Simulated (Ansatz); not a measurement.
Working through a comparison of magnetic orders of VAu, space group R-3m

With Ansatz 0.2.0 through its Python package.

At the Python prompt:
```pycon
>>> import ansatz as az
>>> import numpy as np
>>> def count_gap(report):
...     # lowest empty less highest filled band, counting bands; zero where they overlap
...     return max(report.get("gap_by_band_count_ev") or 0.0, 0.0)
...
>>> CELL = [
...     (1.410401, 0.814295, 4.611088),
...     (-2.820802, 1.628591, 9.222176),
...     (0.0, -1.628591, 4.611088),
... ]
>>> ATOMS = [
...     ("V", (0.5, 0.25, 0.5)),
...     ("Au", (0.0, 0.0, 0.0)),
...     ("V", (0.5, 0.75, 0.5)),
...     ("Au", (0.0, 0.5, 0.0)),
... ]
>>> def build(moments):
...     crystal = az.Crystal(lattice=az.Lattice.of(CELL))
...     for (symbol, position), moment in zip(ATOMS, moments):
...         crystal = crystal.atom(symbol, position, moment=moment or None)
...     return crystal
...
>>> # starting moments in muB, one an atom
>>> orders = {
...     "FM": [1.8, 0, 1.8, 0],
...     "AFM": [1.8, 0, -1.8, 0],
... }
>>> rows = []
>>> for label, moments in orders.items():
...     calc = (
...         build(moments).calculation()
...         .functional("rpbe")
...         .basis(320)
...         .kpoints(mesh=(10, 5, 10))  # the mesh must be finer for metals
...         .occupations("fermi_dirac", width=0.2)  # fractional filling near the Fermi level
...         .mixing("anderson", ndim=6, beta=0.4)
...         .scf(tolerance=1e-05, max_iterations=150)
...         .spin("collinear")  # two spin channels
...         .band_table()
...     )
...     report = calc.run(threads=1).report
...     rows.append((label, report["free_energy_ev"], report["magnetization_mub"], report["absolute_magnetization_mub"], max(abs(m) for m in report["site_moments_mub"]), count_gap(report)))
...     print(label, "site moments:", [round(m, 2) for m in report["site_moments_mub"]])
...
DeckWarning: basis.ecutwfc = 320 eV is below the records' recommended 420 eV, and the density's cutoff is lower with it unless basis.ecutrho_ratio is high enough to keep the records' density cutoff: compare with a run at a higher cutoff
RunWarning: the starting moments were not kept: 1 of 2 ended reversed and 1 kept their direction, counting a site from 0.1 of the cell's largest site moment. The largest reversed, site 0 (counted from 0, in the order of the report's site_moments_mub), started [...]
FM site moments: [-0.92, 0.0, 0.92, 0.0]
AFM site moments: [0.92, -0.0, -0.92, 0.0]
>>> # the same cell with no spin polarisation
>>> plain = (
...     build([0] * len(ATOMS)).calculation()
...     .functional("rpbe")
...     .basis(320)  # a bare number is in eV
...     .kpoints(mesh=(10, 5, 10))
...     .occupations("fermi_dirac", width=0.2)  # fractional filling near the Fermi level
...     .mixing("anderson", ndim=6, beta=0.4)
...     .scf(tolerance=1e-05, max_iterations=150)
...     .band_table()
... )
>>> report = plain.run(threads=1).report
>>> rows.append(("NM", report["free_energy_ev"], 0.0, 0.0, 0.0, count_gap(report)))
>>> lowest = min(row[1] for row in rows)
>>> rows = [(row[0], 1000 * (row[1] - lowest) / 2, *row[2:]) for row in sorted(rows, key=lambda row: row[1])]
>>> lines = [",".join(["order", "meV/magnetic atom", "net muB", "absolute muB", "largest site muB", "gap by band count eV"])] + [",".join(f"{v:.4f}" if isinstance(v, float) else str(v) for v in row) for row in rows]
>>> print("\n".join(lines))
order,meV/magnetic atom,net muB,absolute muB,largest site muB,gap by band count eV
FM,0.0000,0.0000,2.0640,0.9232,0.0000
AFM,0.0004,0.0000,2.0641,0.9233,0.0000
NM,4.8629,0.0000,0.0000,0.0000,0.0000
>>> with open("orders.csv", "w") as handle:
...     handle.write("\n".join(lines) + "\n")
...
198
>>> print("lowest of these starts:", rows[0][0])
lowest of these starts: FM
```

In order of energy: antiferro- or ferrimagnetic (+0.0 meV an atom, largest site moment 0.92 μB), antiferro- or ferrimagnetic (+0.0 meV an atom, largest site moment 0.92 μB) and non-magnetic (+2.4 meV an atom, largest site moment 0.00 μB). These are the states reached from the starts typed.

Caveats:
- The settings weren't tested for convergence.
- The cutoff lies under the one recommended for these potentials.
- The SCF didn't keep the moments it started from (some shrank, vanished or turned); what is printed is the state reached.
- The mesh is modest for a metal, so energies can be off by several to tens of meV an atom and pressures by half a GPa or more; differences at equal mesh fare better.
- The smearing is wide enough that free energy and stress hold a thermal part of the electrons.
- A gap by band count of zero or less means overlapping bands, a metal.
- The structure comes from a database of computed cells and needn't be a stable or known phase.
- Gaps and levels are Kohn-Sham values on a finite set of k-points, without spin-orbit coupling.
- Warnings are shown shortened and without file and line.
- Each row is the state reached from that start at the given structure, not necessarily the lowest of its order; other orders weren't tried.
- Hardware and time: 5.1 min on 1 thread of Arm Neoverse V2 (shared host), peak memory 1.9 GiB.
